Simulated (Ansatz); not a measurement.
# BClHI: the cost of one run

All numbers below are computed with Ansatz 0.2.0 (RKS LDA/def2-SVP).

## 1. Starting point

Bond lengths: Cl1–B2 1.815 Å, B2–I3 2.169 Å, B2–H4 1.204 Å. Angles: Cl1–B2–I3 117.9°, Cl1–B2–H4 125.5°, I3–B2–H4 116.6°.

Coordinates:

```xyz
4

Cl   -1.6858   -0.6014    0.1557
B    -0.0660    0.1642   -0.1350
I     1.6715   -0.7549    0.7819
H     0.1359    1.1318   -0.8229
```

## 2. Relaxing the start

Input file input.yaml:

```yaml
crystal:
  periodic: [false, false, false]
  atoms:
    - { symbol: Cl, position_ang: [-1.6858, -0.6014, 0.1557] }
    - { symbol: B, position_ang: [-0.066, 0.1642, -0.135] }
    - { symbol: I, position_ang: [1.6715, -0.7549, 0.7819] }
    - { symbol: H, position_ang: [0.1359, 1.1318, -0.8229] }
basis:
  gaussian: { orbitals: def2-SVP }
hamiltonian:
  xc: lda
relax:
  f_tol: 0.02
  max_steps: 40
scf:
  lower_state_search: "off"
```

Started as:

```console
$ ansatz run input.yaml --threads 1 --pin off --max-ram 2048MiB --backend cpu --events-out ev --progress --plain --runs-dir out
```

What time and memory should one allow on 1 thread of Arm Neoverse V1, shared host?

About 4.4 s, with a peak of 0.11 GiB.
